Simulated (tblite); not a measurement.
# C7H18BP: the cost of one run

Programs: tblite 0.8.0 and PySCF 2.14.0, with density-fitted response routines of our own. Each step states its level of theory. These are calculated values for one molecule in the gas phase, unless marked as measured. Atoms count from 0, in the outputs and in this text.

### 1 Starting geometry

27 atoms, charge 0, multiplicity 1; geometry from: force field or distance geometry start.

Bonds of the start (Å): B0–P1 1.92, P1–C2 1.80, C2–C3 1.50, P1–C4 1.78, C4–C5 1.53, P1–C6 1.79, C6–C7 1.32, C6–C8 1.49, B0–H9 1.19, B0–H10 1.18, B0–H11 1.19, C2–H12 1.12, C2–H13 1.12, C3–H14 1.11, C3–H15 1.11, C3–H16 1.13, C4–H17 1.10, C4–H18 1.13, C5–H19 1.12, C5–H20 1.12, C5–H21 1.11, C7–H22 1.09, C7–H23 1.09, C8–H24 1.13, C8–H25 1.10, C8–H26 1.10.

### 2 Geometry optimisation with GFN2-xTB

The job: settings as JSON, then the geometry in Å.

```
{"job": {"kind": "relax", "xc": "GFN2-xTB", "basis": "xTB"}, "charge": 0, "multiplicity": 1}
B      1.472100     0.656500     1.598900
P      0.094600     0.147400     0.355400
C      0.020600    -1.653900     0.346500
C     -0.416800    -2.259100    -0.955000
C     -1.429000     0.963600     0.787500
C     -2.196200     0.261400     1.907000
C      0.655100     0.790400    -1.215100
C     -0.094800     1.562400    -1.983300
C      2.022000     0.458300    -1.696600
H      1.042800     0.802200     2.701600
H      1.962400     1.653400     1.195800
H      2.312700    -0.190300     1.541100
H     -0.681400    -1.962100     1.167200
H      1.053600    -2.051400     0.538000
H     -1.177700    -1.685000    -1.516000
H      0.445700    -2.597300    -1.567100
H     -0.946200    -3.222700    -0.679800
H     -2.073800     1.191100    -0.068300
H     -1.140200     1.954200     1.251800
H     -2.359000    -0.771800     1.498400
H     -3.179500     0.770100     2.050700
H     -1.592700     0.220700     2.838800
H      0.337100     1.911700    -2.926400
H     -1.116000     1.854600    -1.739500
H      2.616600     1.415600    -1.628600
H      2.433800    -0.329700    -1.044200
H      1.914500     0.135900    -2.746500
```

Started as:

```console
$ OMP_NUM_THREADS=1 python probes_run.py task.json out
```

This one command runs all jobs of the session in turn.

Q: Estimate the wall time of this first job on 1 thread of Arm Neoverse V2, shared host.

About 1.8 s.
